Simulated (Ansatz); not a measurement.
# HSE06/cc-pVDZ run of GeSiH5Cl (SMILES Cl[SiH2][GeH3])

What is the electronic atomisation energy of GeSiH5Cl at HSE06/cc-pVDZ? 

The results are computed with Ansatz 0.2.0.

62 further runs of the same task are left out: 62 set aside as unsound or not needed.

## (1) The system as given

The species is GeSiH5Cl (8 atoms), meant as a singlet with charge 0. SMILES: `Cl[SiH2][GeH3]`. The shape is that of a PBE0-D4/def2-TZVP optimisation.

Bond lengths: Cl1–Si2 2.062 Å, Si2–Ge3 2.377 Å, Si2–H4 1.484 Å, Si2–H5 1.484 Å, Ge3–H6 1.536 Å, Ge3–H7 1.538 Å, Ge3–H8 1.536 Å. Some angles: Cl1–Si2–Ge3 109.1°, Cl1–Si2–H4 107.8°, Cl1–Si2–H5 107.8°, Ge3–Si2–H4 111.5°, Ge3–Si2–H5 111.5°, Si2–Ge3–H6 110.0°, Si2–Ge3–H7 109.9°, Si2–Ge3–H8 110.0°, H4–Si2–H5 109.1°, H6–Ge3–H7 108.9°.

## (2) A single-point energy at HSE06/cc-pVDZ

in.yaml

```yaml
crystal:
  periodic: [false, false, false]
  atoms:
    - symbol: Cl
      position_ang: [-2.290300, 1.217200, -0.310600]
    - symbol: Si
      position_ang: [-0.414100, 0.602600, -0.906900]
    - symbol: Ge
      position_ang: [0.581500, -0.662200, 0.842700]
    - symbol: H
      position_ang: [-0.573600, -0.206400, -2.140800]
    - symbol: H
      position_ang: [0.380700, 1.815700, -1.222200]
    - symbol: H
      position_ang: [0.711200, 0.201700, 2.106100]
    - symbol: H
      position_ang: [1.981500, -1.135500, 0.415600]
    - symbol: H
      position_ang: [-0.284600, -1.890300, 1.160200]
basis:
  gaussian: {orbitals: cc-pVDZ}
output: {orbitals: {seedname: orbitals}}
hamiltonian: {xc: {name: HSE06}}
accuracy: high
```

Launch:

```sh
$ ansatz run in.yaml --threads 1 --pin off --max-ram 3480MiB --events-out events.jsonl --progress --plain --runs-dir runs
```

Log:

```text
Warning: RAYON_NUM_THREADS=1 ignored (pool sized by the plan → 1); use --threads N
Functional definition: HSE06
  name "HSE06"
  parameter a = 0.25
  parameter omega = 0.11/bohr
  exchange = pbe_x - a*pbe_x_sr(omega) + a*exact_x_sr(omega)
  correlation = pbe_c
2044 factors; integrals over basis functions are off by at most 4.4e-9 eV
105 factors; integrals over basis functions are off by at most 1.7e-9 eV
mean field evaluation 1: about -76984.7607 eV, gradient 1.1e1 eV
mean field evaluation 2: about -76985.0578 eV, gradient 5.4e0 eV
mean field evaluation 4: about -76985.1336 eV, gradient 3.7e-1 eV
mean field evaluation 8: about -76985.2381 eV, gradient 6.5e-2 eV
mean field evaluation 16: about -76985.2381 eV, gradient 2.3e-6 eV
mean field -76985.23809829 eV, -2829.1553176434 hartree, gradient 1.3e-8 eV, S^2 0.000000; 0 other end points of the search recorded, 0 dependent functions left out
reference -76985.23810184 eV, -2829.1553177740 hartree; 34, 34 occupied and 54, 54 virtual orbitals, 2044 factors
Total energy: -76985.23810184 eV, -2829.1553177740 hartree
```

Run time: 12 s. Hardware: 1 thread of Arm Neoverse V1, shared host; peak memory 0.36 GiB.

## (3) The Cl atom at the same level

molecule.yaml

```yaml
crystal:
  periodic: [false, false, false]
  atoms:
    - {symbol: Cl, position_ang: [0.000000, 0.000000, 0.000000]}
basis:
  gaussian: {orbitals: cc-pVDZ}
magnetization: {spin_polarized: true, initial_magnetization: 1}
hamiltonian: {xc: {name: HSE06}}
accuracy: high
```

Run the same way, it converges to -459.98262 Eh (log not shown).

## (4) The Ge atom

in.yaml

```yaml
crystal:
  periodic: [false, false, false]
  atoms:
    - {symbol: Ge, position_ang: [0.000000, 0.000000, 0.000000]}
basis:
  gaussian:
    orbitals: cc-pVDZ
magnetization:
  spin_polarized: true
  initial_magnetization: 2
hamiltonian:
  xc: hse06
accuracy: high
```

Run the same way, it converges to -2076.62844 Eh (log not shown).

## (5) The H atom

Edit molecule.yaml of step 3 so:

```diff
@@ -3,3 +3,3 @@
   atoms:
-    - {symbol: Cl, position_ang: [0.000000, 0.000000, 0.000000]}
+    - {symbol: H, position_ang: [0.000000, 0.000000, 0.000000]}
 basis:
```

Run the same way, it converges to -0.50000 Eh (log not shown).

## (6) The Si atom at the same level

input.yaml

```yaml
crystal:
  periodic: [false, false, false]
  atoms:
    - {symbol: Si, position_ang: [0.000000, 0.000000, 0.000000]}
basis:
  gaussian: {orbitals: cc-pVDZ}
total_charge: 0
magnetization: {spin_polarized: true, initial_magnetization: 2}
hamiltonian: {xc: hse06}
accuracy: high
```

Launch:

```sh
$ ansatz run input.yaml --threads 1 --pin off --max-ram 3480MiB --events-out events.jsonl --progress --plain --runs-dir runs
```

Log, cut to the lines that bear on the results:

```text
Warning: RAYON_NUM_THREADS=1 ignored (pool sized by the plan → 1); use --threads N
[... 6 set-up lines as earlier in the session ...]
144 factors; integrals over basis functions are off by at most 3.2e-9 eV
45 factors; integrals over basis functions are off by at most 8.2e-10 eV
mean field evaluation 1: about -7870.5804 eV, gradient 2.2e0 eV
mean field evaluation 2: about -7870.6408 eV, gradient 5.4e-1 eV
mean field evaluation 4: about -7870.6453 eV, gradient 1.5e-1 eV
mean field evaluation 8: about -7870.6455 eV, gradient 2.6e-4 eV
mean field evaluation 16: about -7870.5116 eV, gradient 3.0e0 eV
mean field evaluation 32: about -7870.6455 eV, gradient 1.1e-4 eV
mean field -7870.64553836 eV, -289.2408886194 hartree, gradient 1.1e-8 eV, S^2 2.004373; 1 other end points of the search recorded, 0 dependent functions left out
reference -7870.64554028 eV, -289.2408886902 hartree; 8, 6 occupied and 10, 12 virtual orbitals, 144 factors
Total energy: -7870.64554028 eV, -289.2408886902 hartree
```

Run time: 1.5 s. Hardware: 1 thread of Arm Neoverse V1, shared host.

## (7) Summary of results

At HSE06/cc-pVDZ:

```
                     quantity           value
       molecule: total energy  -2829.15532 Eh
        molecule: HOMO energy        -7.70 eV
        molecule: LUMO energy        -0.63 eV
      molecule: HOMO–LUMO gap         7.07 eV
        Cl atom: total energy   -459.98262 Eh
                Cl atom: ⟨S²⟩           0.752
        Ge atom: total energy  -2076.62844 Eh
                Ge atom: ⟨S²⟩           2.003
         H atom: total energy     -0.50000 Eh
                 H atom: ⟨S²⟩           0.750
        Si atom: total energy   -289.24089 Eh
                Si atom: ⟨S²⟩           2.004
electronic atomisation energy       21.860 eV
```

In words: Taking the molecule apart into free atoms costs 21.86 eV (504 kcal/mol), before zero-point energy and without spin-orbit coupling.
